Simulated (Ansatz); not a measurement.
# C2H2F3I: a ladder of functionals and wavefunction methods

The task here is to estimate one member of a computed series from the others.

Program: Ansatz 0.2.0, Gaussian basis. Level of theory: functionals in def2-TZVPP, the program's frozen cores in correlated methods. These are calculated values, not measurements.

Levels to be run: PBE-D4, r2SCAN-D4, PBE0-D4, B3LYP-D4, ωB97X-V, ωB97M-V, B2PLYP; CCSD(T)/def2-TZVPP; MP2/def2-QZVPP; extrapolation to the limit.

## Structure used throughout

An earlier PBE0-D4 in a triple-zeta def2 set relaxation fixed the geometry. I takes the def2 core potential; no spin-orbit term is included.

SMILES `FC(F)C(F)I`, 8 atoms, charge 0, spin multiplicity 1.

Atoms are counted from 1 here; the program's logs count them from 0.

Bond lengths: F1–C2 1.347 Å, C2–F3 1.352 Å, C2–C4 1.519 Å, C2–H7 1.094 Å, C4–F5 1.353 Å, C4–I6 2.140 Å, C4–H8 1.091 Å. Angles: F1–C2–F3 107.8°, F1–C2–C4 109.6°, F1–C2–H7 109.8°, F3–C2–C4 108.1°, F3–C2–H7 108.8°, C4–C2–H7 112.7°, C2–C4–F5 108.7°, C2–C4–I6 110.4°, C2–C4–H8 110.8°, F5–C4–I6 109.9°, F5–C4–H8 110.0°, I6–C4–H8 107.0°.

Geometry (Å):

| atom | x (Å) | y (Å) | z (Å) |
| --- | --- | --- | --- |
| F1 | 0.1777 | -0.7994 | 1.5531 |
| C2 | 0.6236 | -0.2983 | 0.3850 |
| F3 | 1.2325 | -1.3009 | -0.2882 |
| C4 | -0.5543 | 0.1804 | -0.4463 |
| F5 | -0.0951 | 0.6085 | -1.6446 |
| I6 | -1.5750 | 1.7735 | 0.5543 |
| H7 | 1.3544 | 0.4927 | 0.5770 |
| H8 | -1.2788 | -0.6220 | -0.5902 |

The first run:

in.yaml

```yaml
crystal:
  periodic: [false, false, false]
  atoms:
    - {symbol: F, position_ang: [0.177704, -0.799442, 1.553078]}
    - {symbol: C, position_ang: [0.623550, -0.298309, 0.384969]}
    - {symbol: F, position_ang: [1.232515, -1.300889, -0.288235]}
    - {symbol: C, position_ang: [-0.554333, 0.180393, -0.446281]}
    - {symbol: F, position_ang: [-0.095109, 0.608540, -1.644609]}
    - {symbol: I, position_ang: [-1.574998, 1.773513, 0.554333]}
    - {symbol: H, position_ang: [1.354396, 0.492744, 0.577004]}
    - {symbol: H, position_ang: [-1.278824, -0.622049, -0.590158]}
basis:
  gaussian: {orbitals: def2-TZVPP}
hamiltonian: {xc: pbe, dispersion: d4}
output: {forces: true, orbitals: {seedname: orbitals}}
```

Command:

```sh
ansatz run in.yaml --threads 4 --pin off --events-out ev --progress --plain --max-ram 10444MiB
```

Steps of the session up to this table: PBE-D4 (GGA); r2SCAN-D4 (meta-GGA); PBE0-D4 (hybrid); B3LYP-D4 (hybrid); ωB97X-V (range-separated); ωB97M-V (range-separated); B2PLYP (double hybrid); CCSD(T) in def2-TZVPP; MP2 in def2-QZVPP.

One table of the session follows, with a row left open; its other results are not shown here.

| method | atomisation energy (kcal/mol) |
| --- | --- |
| PBE-D4 | 727.3 |
| r2SCAN-D4 | 699.3 |
| PBE0-D4 | 699.8 |
| B3LYP-D4 | ? |
| ωB97X-V | 695.8 |
| ωB97M-V | 694.7 |
| B2PLYP | 684.4 |
| HF/def2-TZVPP | 467.4 |
| MP2/def2-TZVPP | 703.4 |
| CCSD/def2-TZVPP | 657.7 |
| CCSD(T)/def2-TZVPP | 673.9 |
| MP2/CBS | 725.4 |
| CCSD(T)/CBS | 695.9 |

Q: Estimate the row for B3LYP-D4 from the others.

The run gave: atomisation energy (kcal/mol): 689.2. In the column «atomisation energy (kcal/mol)» it lies between B2PLYP (684.4) and ωB97M-V (694.7).
